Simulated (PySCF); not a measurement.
# CH5ClF2Si2: the cost of one run

Programs: PySCF 2.14.0, with density-fitted response routines of our own. Each step states its level of theory. These are calculated values for one molecule in the gas phase, unless marked as measured. Atoms are numbered from 0 throughout.

**1. The starting structure**

11 atoms, charge 0, multiplicity 1; geometry from: GFN2-xTB. The atoms were then displaced at random by about 0.01 Å, so the start is not that level's minimum.

Bonds of the start (Å): F0–C1 1.41, C1–F2 1.39, C1–Si3 1.91, C1–Si4 1.94, Si4–Cl5 2.01, Si3–H6 1.46, Si3–H7 1.47, Si3–H8 1.45, Si4–H9 1.44, Si4–H10 1.48.

**2. Relaxing the molecule at PBE0-D3(BJ)/def2-SVP**

Job settings and geometry (Å):

```
{"job": {"xc": "PBE0", "basis": "def2-SVP", "d3": "d3bj", "grid": 1, "shake": 0.01, "kind": "geom"}, "charge": 0, "multiplicity": 1}
F      0.184460    -1.852670     0.511030
C      0.042980    -0.653350    -0.216550
F      0.028730    -1.072900    -1.542840
Si    -1.673500     0.095800     0.157450
Si     1.668200     0.364580     0.073100
Cl     1.347420     2.219370    -0.639720
H     -1.655780     0.483740     1.568010
H     -2.648340    -0.969830    -0.102110
H     -1.871090     1.231320    -0.724940
H      2.746720    -0.284670    -0.633720
H      1.868300     0.412780     1.534620
```

Launch:

```bash
OMP_NUM_THREADS=1 python probes_run.py task.json out
```

The driver reads the jobs from task.json and runs them one after another.

**Question.** How long does this first job take on 1 thread of Arm Neoverse V1, shared host, and how much memory does it need?

About 67 s, with a peak of 0.5 GiB.
